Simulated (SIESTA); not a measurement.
## BiTe in SIESTA: convergence with EnergyShift

BiTe:

```xyz
2
Lattice="0.0000 3.2350 3.2350 3.2350 0.0000 3.2350 3.2350 3.2350 0.0000" Properties=species:S:1:pos:R:3 pbc="T T T"
Bi    0.0486    0.0219   -0.0837
Te    3.2170    3.2295    3.1974
```

The cell isn't the ideal one: atoms moved at random, drawn with an rms of 0.05 Å.

```yaml
Program: SIESTA 5.4.2
Task: single point
Functional: PBEsol
Potentials_or_basis: PseudoDojo 0.4 standard (PBEsol files)
Basis: DZP (energy shift 0.05 Ry)
Grid_cutoff: 500 Ry
Energy_shift: 0.05 Ry
k_mesh: 5 × 5 × 5
Occupations: fermi-dirac, width 0.05 eV
Spin: no spin polarisation
```

These are the settings of the first run; the series varies EnergyShift, with any setting tied to it.

Hardware: 1 thread of Arm Neoverse V2, with other jobs on the host.

```tsv
EnergyShift	energy less the tightest run, at zero smearing (meV/atom)	pressure (GPa)	largest force (eV/Å)	SCF cycles	CPU time (s)	peak memory (GiB)
0.05	5065.62	-17.87	0.290	8	6.4	0.17
0.03	2687.13	-8.76	0.327	9	7.6	0.18
0.02	1658.88	-4.43	0.339	9	8.7	0.18
0.01	761.49	-1.24	0.369	9	11	0.2
0.005	360.81	-0.40	0.337	8	13	0.21
0.003	191.02	-0.63	0.332	8	16	0.23
0.002	98.26	-0.76	0.333	8	18	0.24
0.001	0.00	-0.54	0.323	9	25	0.26
```

Not settled before the last step: the energy (to 1 meV/atom), the pressure (to 0.1 GPa), the largest force (to 0.005 eV/Å). The tightest run that finished is the yardstick and may itself not be fully converged.

Caveat, for the tightest run too: semicore shells carry a single zeta, which can move pressures by several GPa and volumes by a few percent; the basis of atomic orbitals isn't converged, which shifts pressures, moduli and gaps.
